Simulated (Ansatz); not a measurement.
What does this script print? It uses Ansatz 0.2.0 through its Python package.

`run_torsion.py`:
```python
import ansatz as az
from ase import Atoms


def main() -> None:
    atoms = Atoms(["O", "Si", "N", "Si", "O", "H", "H", "H", "H", "H", "H", "H"], positions=[
        (-2.1429, -1.5892, -0.1799),
        (-0.596, -1.3117, 0.1362),
        (-0.4277, 0.3278, -0.2373),
        (1.2834, 0.7603, 0.0724),
        (1.2223, 2.3467, -0.325),
        (-2.7709, -0.8353, 0.1575),
        (0.2558, -2.1333, -0.7645),
        (-0.3128, -1.545, 1.5644),
        (-0.5574, 0.4594, -1.1754),
        (1.5366, 0.5939, 1.5306),
        (2.1007, 0.015, -0.811),
        (0.486, 2.8561, 0.0659),
    ])

    first = (
        az.Crystal.molecule_from_ase(atoms).calculation()
        .basis(gaussian="def2-SVP")
        .functional("pbe0")
        .relax(force_tolerance=0.02, max_steps=80)
    )
    atoms.positions = first.run().report["positions_ang"]

    start = atoms.get_dihedral(2, 1, 0, 5)
    energies = {}
    for turn in range(0, 360, 40):
        turned = atoms.copy()
        turned.set_dihedral(2, 1, 0, 5, start + turn, indices=[0, 5])
        calculation = (
            az.Crystal.molecule_from_ase(turned).calculation()
            .basis(gaussian="def2-SVP")
            .correlation("MP2")
        )
        energies[round((start + turn) % 360)] = calculation.run().report["free_energy_ev"]
    floor = min(energies.values())
    print("dihedral N2-Si1-O0-H5 (deg)   E - E(min) (eV)")
    for angle, e in sorted(energies.items()):
        print(f"{angle:8d} {(e - floor):14.3f}  " + "#" * int(30 * (e - floor) / max(max(energies.values()) - floor, 1e-9)))


if __name__ == "__main__":
    main()
```

```console
$ python run_torsion.py
dihedral N2-Si1-O0-H5 (deg)   E - E(min) (eV)
      16          0.093  ##############################
      56          0.081  ##########################
      96          0.043  #############
     136          0.037  ############
     176          0.065  #####################
     216          0.083  ##########################
     256          0.039  ############
     296          0.000
     336          0.039  ############
```

The lowest point is at 296° and the highest at 16°, 0.093 eV (9.0 kJ/mol) above it, with the rest of the molecule held.

Caveats:
- The scan is rigid and the energies are electronic, in a modest basis. With rigid groups the curve can differ much from the relaxed path, the start wasn't checked as a minimum of this torsion, and equivalent turns needn't return to the same energy.
- The start is relaxed with a density functional and scanned with the wavefunction method, so it isn't exactly that method's minimum.
- Hardware and time: 100 s on 1 thread of Arm Neoverse V1, on a shared host, peak memory 0.33 GiB.
